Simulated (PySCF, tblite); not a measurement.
# CH3F2NO4S2: geometry, infrared bands and NMR shifts

Wanted: the infrared bands and NMR shifts of CH3F2NO4S2 (`CN(S(=O)(=O)F)S(=O)(=O)F`), by calculation.

Computed with tblite 0.8.0 and PySCF 2.14.0, with density-fitted response routines of our own, on a single molecule in the gas phase. Atoms are numbered from 0 throughout.

## (1) The molecule as given

13 atoms, charge 0, multiplicity 1; geometry from: force field or distance geometry start.

Bonds of the start (Å): C0–N1 1.47, N1–S2 1.66, S2–O3 1.46, S2–O4 1.44, S2–F5 1.59, N1–S6 1.67, S6–O7 1.44, S6–O8 1.44, S6–F9 1.60, C0–H10 1.09, C0–H11 1.09, C0–H12 1.11.

## (2) Optimising the geometry with GFN2-xTB

The job: settings as JSON, then the geometry in Å.

```
{"job": {"kind": "relax", "xc": "GFN2-xTB", "basis": "xTB"}, "charge": 0, "multiplicity": 1}
C     -0.100500     1.061900     1.010500
N     -0.132100    -0.264300     0.385400
S     -1.359800    -0.490200    -0.701600
O     -2.527800     0.247500    -0.231200
O     -1.482200    -1.879700    -1.065800
F     -0.942400     0.276200    -2.032800
S      1.350000    -0.727100    -0.235300
O      1.366300    -2.129900    -0.555700
O      1.785700     0.279000    -1.169600
F      2.362300    -0.599900     0.992300
H      0.762000     1.177700     1.659200
H     -0.096600     1.855900     0.260500
H     -0.989400     1.193400     1.666500
```

Launch:

```sh
> OMP_NUM_THREADS=1 python probes_run.py task.json out
```

One launch serves the whole session: the jobs run in the order shown.

What it wrote:

```text
step      E/eV     max force
  0   -1057.78051    3.098
  1   -1057.99781    1.499
  2   -1058.04067    0.608
  3   -1058.06459    0.735
  4   -1058.11369    0.764
  5   -1058.17264    0.744
  6   -1058.18803    0.470
  7   -1058.19531    0.496
  8   -1058.19939    0.321
  9   -1058.20233    0.217
 10   -1058.20644    0.141
 11   -1058.20789    0.128
 12   -1058.21017    0.096
 13   -1058.21166    0.106
 14   -1058.21350    0.119
 15   -1058.21528    0.125
 16   -1058.21736    0.127
 17   -1058.21974    0.154
 18   -1058.22297    0.199
 19   -1058.22738    0.236
 20   -1058.23317    0.243
 21   -1058.24005    0.230
 22   -1058.24671    0.158
 23   -1058.25085    0.133
 24   -1058.25270    0.111
 25   -1058.25429    0.108
 26   -1058.25634    0.142
 27   -1058.25836    0.230
 28   -1058.26130    0.201
 29   -1058.26486    0.156
 30   -1058.26715    0.162
 31   -1058.26941    0.113
 32   -1058.27147    0.100
 33   -1058.27315    0.095
 34   -1058.27471    0.123
 35   -1058.27643    0.119
 36   -1058.27808    0.110
 37   -1058.27940    0.084
 38   -1058.28055    0.131
 39   -1058.28190    0.125
 40   -1058.28410    0.124
 41   -1058.28692    0.111
 42   -1058.28874    0.112
 43   -1058.29051    0.138
 44   -1058.29257    0.138
 45   -1058.29499    0.126
 46   -1058.29711    0.106
 47   -1058.29857    0.111
 48   -1058.29950    0.097
 49   -1058.30022    0.075
 50   -1058.30080    0.069
 51   -1058.30123    0.056
 52   -1058.30156    0.054
 53   -1058.30178    0.047
 54   -1058.30199    0.037
 55   -1058.30217    0.036
 56   -1058.30236    0.038
 57   -1058.30259    0.051
 58   -1058.30291    0.055
 59   -1058.30328    0.057
 60   -1058.30364    0.053
 61   -1058.30397    0.050
 62   -1058.30439    0.072
 63   -1058.30491    0.073
 64   -1058.30534    0.044
 65   -1058.30559    0.029
 66   -1058.30569    0.023
 67   -1058.30577    0.027
 68   -1058.30589    0.030
 69   -1058.30604    0.047
 70   -1058.30623    0.054
 71   -1058.30645    0.049
 72   -1058.30670    0.055
 73   -1058.30695    0.043
 74   -1058.30715    0.038
 75   -1058.30729    0.033
 76   -1058.30741    0.030
 77   -1058.30753    0.031
 78   -1058.30763    0.018
 79   -1058.30770    0.019
 80   -1058.30776    0.023
 81   -1058.30784    0.027
 82   -1058.30798    0.028
 83   -1058.30817    0.033
 84   -1058.30838    0.039
 85   -1058.30865    0.049
 86   -1058.30903    0.067
 87   -1058.30955    0.063
 88   -1058.31008    0.096
 89   -1058.31061    0.039
 90   -1058.31108    0.076
 91   -1058.31150    0.043
 92   -1058.31170    0.026
 93   -1058.31181    0.010
```

Run time: 0.55 s. Hardware: 1 thread of Arm Neoverse V2, shared host.

Step by step: (not every step is listed)

```
step  energy from step 0 (eV)  largest force (eV/Å)
   0                   0.0000                3.0982
   1                  -0.2173                1.4995
   2                  -0.2602                0.6076
   3                  -0.2841                0.7355
   4                  -0.3332                0.7639
   5                  -0.3921                0.7437
   6                  -0.4075                0.4701
   7                  -0.4148                0.4956
   8                  -0.4189                0.3207
  16                  -0.4369                0.1274
  24                  -0.4722                0.1109
  32                  -0.4910                0.1003
  40                  -0.5036                0.1237
  48                  -0.5190                0.0968
  56                  -0.5218                0.0382
  64                  -0.5248                0.0438
  72                  -0.5262                0.0552
  80                  -0.5272                0.0226
  88                  -0.5296                0.0957
  89                  -0.5301                0.0394
  90                  -0.5306                0.0760
  91                  -0.5310                0.0434
  92                  -0.5312                0.0256
  93                  -0.5313                0.0098
```

Close pairs (by a distance rule), those that changed most:

```
  bond  before (Å)  after (Å)  change (Å)
 S2–O3       1.459      1.410      -0.049
 S2–O4       1.442      1.400      -0.042
 S6–O7       1.439      1.399      -0.040
 S2–F5       1.592      1.625      +0.033
 S6–O8       1.440      1.408      -0.033
C0–H12       1.113      1.087      -0.025
 S6–F9       1.596      1.617      +0.021
 N1–S6       1.672      1.658      -0.014
```

The next job starts from the end point, and lists it.

## (3) Infrared spectrum with GFN2-xTB

The job: settings as JSON, then the geometry in Å.

```
{"job": {"kind": "ir", "xc": "GFN2-xTB", "basis": "xTB"}, "charge": 0, "multiplicity": 1}
C     -0.082073     1.118914     1.004804
N     -0.077782    -0.204358     0.403010
S     -1.375803    -0.624001    -0.509714
O     -2.478279     0.203606    -0.212589
O     -1.518217    -2.013474    -0.597582
F     -0.790959    -0.101412    -1.932695
S      1.309837    -0.578471    -0.424089
O      1.186074    -1.803264    -1.088841
O      1.882301     0.565504    -1.011419
F      2.198732    -0.857806     0.898001
H      0.408338     1.055530     1.974773
H      0.453224     1.817095     0.360637
H     -1.119779     1.422624     1.117976
```

What it wrote:

```text
mode    cm-1     km/mol
  1      61.3      2.18
  2      80.6      0.23
  3     119.6      0.12
  4     142.8      0.88
  5     189.6      4.10
  6     223.7      5.79
  7     244.4      0.85
  8     283.0     10.58
  9     297.9      1.20
 10     345.0     44.62
 11     391.2     30.84
 12     413.6     81.83
 13     429.4     62.93
 14     485.2    160.56
 15     487.6    150.69
 16     506.9    106.20
 17     632.9     33.00
 18     685.2    177.79
 19     697.2    724.51
 20     840.0    422.86
 21    1100.2      5.38
 22    1107.9     33.64
 23    1147.5     29.25
 24    1172.4    549.96
 25    1197.3    236.78
 26    1367.4    171.34
 27    1375.5     96.76
 28    1402.1    785.58
 29    1433.3     25.80
 30    1454.3     19.55
 31    2985.8      5.83
 32    3003.4      1.88
 33    3031.3      0.91
```

It took 0.39 s on 1 thread of Arm Neoverse V2, shared host.

Which atoms move in the most intense modes:

```
cm⁻¹  km/mol                                  atoms
 485   160.6              S6 22 %, O7 19 %, O8 15 %
 685   177.8                       S6 39 %, F9 38 %
 697   724.5     S2 32 %, F5 19 %, S6 13 %, N1 11 %
 840   422.9                      N1 59 %, H12 12 %
1172   550.0     O8 27 %, O7 22 %, S6 16 %, O3 12 %
1197   236.8     O3 24 %, S2 16 %, N1 14 %, O4 14 %
1367   171.3  H12 32 %, H11 26 %, H10 22 %, C0 10 %
1402   785.6     S6 29 %, O7 21 %, S2 14 %, O8 14 %
```

## (4) Nuclear shieldings: PBE0/pcSseg-1

The job, as its differences from that of step 3:

```diff
@@ -1,2 +1,2 @@
-{"job": {"kind": "ir", "xc": "GFN2-xTB", "basis": "xTB"}, "charge": 0, "multiplicity": 1}
+{"job": {"kind": "nmr", "xc": "PBE0", "basis": "pcSseg-1"}, "charge": 0, "multiplicity": 1}
 C     -0.082073     1.118914     1.004804
```

With the program's defaults for keys left out, this is: GIAO PBE0/pcSseg-1 NMR shielding, non-relativistic, gas phase.

What it wrote:

```text
coarse grid: 13776 points
cycle   1  E = -1389.8401488180  dE =  3.609e+00  |g| = 1.738e+00  |ddm| = 4.005e+00
cycle   2  E = -1388.0545912450  dE =  1.786e+00  |g| = 3.655e+00  |ddm| = 3.677e+00
cycle   3  E = -1390.3486019066  dE = -2.294e+00  |g| = 3.685e-01  |ddm| = 2.688e+00
cycle   4  E = -1390.3687175198  dE = -2.012e-02  |g| = 1.747e-01  |ddm| = 3.438e-01
cycle   5  E = -1390.3738646781  dE = -5.147e-03  |g| = 3.007e-02  |ddm| = 1.038e-01
cycle   6  E = -1390.3739949267  dE = -1.302e-04  |g| = 1.623e-02  |ddm| = 2.983e-02
cycle   7  E = -1390.3740404983  dE = -4.557e-05  |g| = 3.071e-03  |ddm| = 1.112e-02
cycle   8  E = -1390.3740418617  dE = -1.363e-06  |g| = 1.432e-03  |ddm| = 2.594e-03
final grid: 129848 points
cycle   9  E = -1390.4879886248  dE = -3.081e-05  |g| = 1.186e-02  |ddm| = 2.337e-02
cycle  10  E = -1390.4879381458  dE =  5.048e-05  |g| = 2.007e-02  |ddm| = 2.007e-02
cycle  11  E = -1390.4880128725  dE = -7.473e-05  |g| = 2.620e-03  |ddm| = 1.412e-02
cycle  12  E = -1390.4880141293  dE = -1.257e-06  |g| = 3.792e-04  |ddm| = 2.055e-03
cycle  13  E = -1390.4880141547  dE = -2.544e-08  |g| = 1.621e-04  |ddm| = 3.379e-04
cycle  14  E = -1390.4880141589  dE = -4.196e-09  |g| = 6.595e-05  |ddm| = 1.384e-04
cycle  15  E = -1390.4880141597  dE = -7.594e-10  |g| = 1.596e-05  |ddm| = 4.816e-05
converged SCF energy = -1390.4880141597

GIAO shielding tensors (ppm)
atom      isotropic    diamagn.    paramagn.     s11        s22        s33       span
  0 C      150.142     249.623     -99.481    129.023    133.104    188.301     59.278
  1 N       95.287     340.882    -245.594     16.536     91.974    177.352    160.816
  2 S      207.252    1052.805    -845.553     24.193    114.118    483.445    459.253
  3 O      105.451     398.422    -292.971     54.426    118.075    143.852     89.426
  4 O       86.965     396.430    -309.464     31.662    100.325    128.909     97.246
  5 F       86.356     479.987    -393.631    -59.048    -13.741    331.857    390.905
  6 S      203.804    1052.752    -848.949     21.093    117.522    472.796    451.704
  7 O       99.150     398.059    -298.909     45.328    113.275    138.846     93.519
  8 O      101.358     398.460    -297.101     37.232    113.253    153.590    116.358
  9 F       97.886     475.947    -378.062    -52.862    -11.527    358.046    410.908
 10 H       28.210      29.947      -1.737     23.273     26.003     35.354     12.081
 11 H       28.023      31.461      -3.437     23.506     27.738     32.827      9.320
 12 H       27.639      31.044      -3.405     22.087     28.343     32.486     10.399
```

Wall time 27 s (1 thread of Arm Neoverse V2, shared host); peak memory 0.87 GiB.

The references, computed at this level on geometries of the same kind, shield at (ppm): ¹H TMS 31.72, ¹³C TMS 186.9, ¹⁹F CFCl3 170.9, ¹⁵N NH3 267.7, ¹⁷O H2O 336.1, ³³S CS2 504. Their shielding less the atom's gives the shift. The references are single molecules in the gas phase, so shifts against H2O, NH3, PH3, H3PO4 or CFCl3 are not on the usual liquid scales and can be off by tens of ppm. Atoms listed in one row are averaged.

```
         atoms                              environment  σ (ppm)  δ (ppm)  δ scaled to CDCl3
            C0                methyl carbon bonded to N    150.1     36.8               34.0
 H10, H11, H12  hydrogen on a methyl carbon bonded to N    27.96     3.76               3.65
            N1                     sulfonamide nitrogen     95.3    172.4                  –
        S2, S6                          sulfonyl sulfur      206      298                  –
O3, O4, O7, O8                               S=O oxygen     98.2    237.8                  –
        F5, F9                     fluorine bonded to S     92.1     78.8                  –
```

The scaled column applies a straight-line fit of computed shieldings to shifts measured in CDCl3, with any fitted terms for Cl, Br or S neighbours, and one for carbons that bear F (root-mean-square error 0.16 ppm for H, 1.9 ppm for C).

The run also stored atomic charges by several schemes (e):

```
         atoms  Mulliken    IAO  Hirshfeld  ESP fit
            C0     -0.11  -0.33      -0.07    -0.33
            N1     -0.74  -0.68      -0.11    -0.38
        S2, S6      1.38   2.29       0.60     1.09
O3, O4, O7, O8     -0.43  -0.79      -0.24    -0.40
        F5, F9     -0.34  -0.48      -0.11    -0.20
```

Mayer bond orders: C0–N1 0.85, N1–S2 0.93, S2–O3 1.86, S2–O4 1.93, S2–F5 0.83, N1–S6 0.90, S6–O7 1.91, S6–O8 1.88, S6–F9 0.86.

## (5) Summary of results

| quantity | value |
| --- | --- |
| strongest single infrared mode (GFN2-xTB) | 1402 cm⁻¹, 786 km/mol |
| zero-point energy (GFN2-xTB) | 41.9 kcal/mol |
| ¹³C shifts against TMS (PBE0/pcSseg-1) | 36.8 ppm |
| ¹H shifts against TMS (PBE0/pcSseg-1, means over atoms taken as alike) | 3.76 ppm |
| ¹⁵N shifts against NH3 (PBE0/pcSseg-1) | 172.4 ppm |
| ³³S shifts against CS2 (PBE0/pcSseg-1, means over atoms taken as alike) | 298 ppm |
| ¹⁷O shifts against H2O (PBE0/pcSseg-1, means over atoms taken as alike) | 237.8 ppm |
| ¹⁹F shifts against CFCl3 (PBE0/pcSseg-1, means over atoms taken as alike) | 78.8 ppm |

In words: Relaxing lowered the energy by 0.531 eV in 93 steps; the close pair that moved most is S2–O3, from 1.459 to 1.410 Å. No mode is imaginary among the 33: a minimum at this level. The strongest single mode, at 1402 cm⁻¹, is carried by S6, O7, S2, O8. Unscaled tight-binding wavenumbers are off by several per cent, some by more. Its intensities can rank the bands wrongly. At PBE0/pcSseg-1: Shielding is most anisotropic at S2, S6 (span 455 ppm, paramagnetic term -847 ppm).
